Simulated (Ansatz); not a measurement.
**CH₄OSe (SMILES CO[SeH]): single points off equilibrium**

The task here is to estimate one member of a computed series from the others.

Method: single points in def2-TZVPP; program: Ansatz 0.2.0, Gaussian basis.

Correlated methods freeze the cores. Filled d shells of the heavier atoms are correlated.

**Starting geometry**

SMILES `CO[SeH]`, 7 atoms, charge 0, spin multiplicity 1.

Atoms are counted from 1 here; the program's logs count them from 0.

Bond lengths: C1–O2 1.440 Å, C1–H4 0.970 Å, C1–H5 1.009 Å, C1–H6 1.039 Å, O2–Se3 1.773 Å, Se3–H7 1.612 Å. Angles: O2–C1–H4 105.5°, O2–C1–H5 114.2°, O2–C1–H6 106.5°, H4–C1–H5 107.0°, H4–C1–H6 115.2°, H5–C1–H6 108.6°, C1–O2–Se3 121.6°, O2–Se3–H7 90.4°.

Coordinates:

```
C    -0.5189    0.6942   -0.0819
O    -0.4554   -0.7141    0.2124
Se    0.8538   -1.7351   -0.4092
H    -0.4693    0.7588   -1.0482
H     0.2513    1.2302    0.2891
H    -1.4004    1.0449    0.3409
H     1.8570   -1.1485    0.7082
```

The first run:

File run/in.yaml:

```yaml
crystal:
  periodic: [false, false, false]
  atoms:
    - {symbol: C, position_ang: [-0.518900, 0.694200, -0.081900]}
    - {symbol: O, position_ang: [-0.455400, -0.714100, 0.212400]}
    - {symbol: Se, position_ang: [0.853800, -1.735100, -0.409200]}
    - {symbol: H, position_ang: [-0.469300, 0.758800, -1.048200]}
    - {symbol: H, position_ang: [0.251300, 1.230200, 0.289100]}
    - {symbol: H, position_ang: [-1.400400, 1.044900, 0.340900]}
    - {symbol: H, position_ang: [1.857000, -1.148500, 0.708200]}
basis:
  gaussian: {orbitals: def2-TZVPP}
correlation: {method: ccsd_t}
output: {forces: true}
```

No record of the launch command was kept for these runs.

Among the steps run: CCSD(T)/def2-TZVPP; PBE0-D4/def2-TZVPP; wB97M-V/def2-TZVPP; r2SCAN-D4/def2-TZVPP; PBE-D4/def2-TZVPP; CAM-B3LYP-D4/def2-TZVPP; B97M-V/def2-TZVPP.

One of the session's tables, all rows but one given; the rest of the session is left out.

| method | RMS force component (eV/Å) | angle to CCSD(T) forces (°) | dipole (D) |
| --- | --- | --- | --- |
| CCSD(T) | 1.993 | reference | 1.52 |
| PBE0-D4 | 2.022 | 3.4 | 1.53 |
| wB97M-V | ? | ? | ? |
| r2SCAN-D4 | 1.970 | 1.3 | 1.55 |
| PBE-D4 | 2.034 | 5.9 | 1.46 |
| CAM-B3LYP-D4 | 1.984 | 3.2 | 1.55 |
| B97M-V | 1.912 | 2.4 | 1.45 |

Estimate the missing values for wB97M-V.

The run gave: RMS force component (eV/Å): 1.981; angle to CCSD(T) forces (°): 2.2; dipole (D): 1.51. In the column «RMS force component (eV/Å)» it lies between r2SCAN-D4 (1.970) and CAM-B3LYP-D4 (1.984).
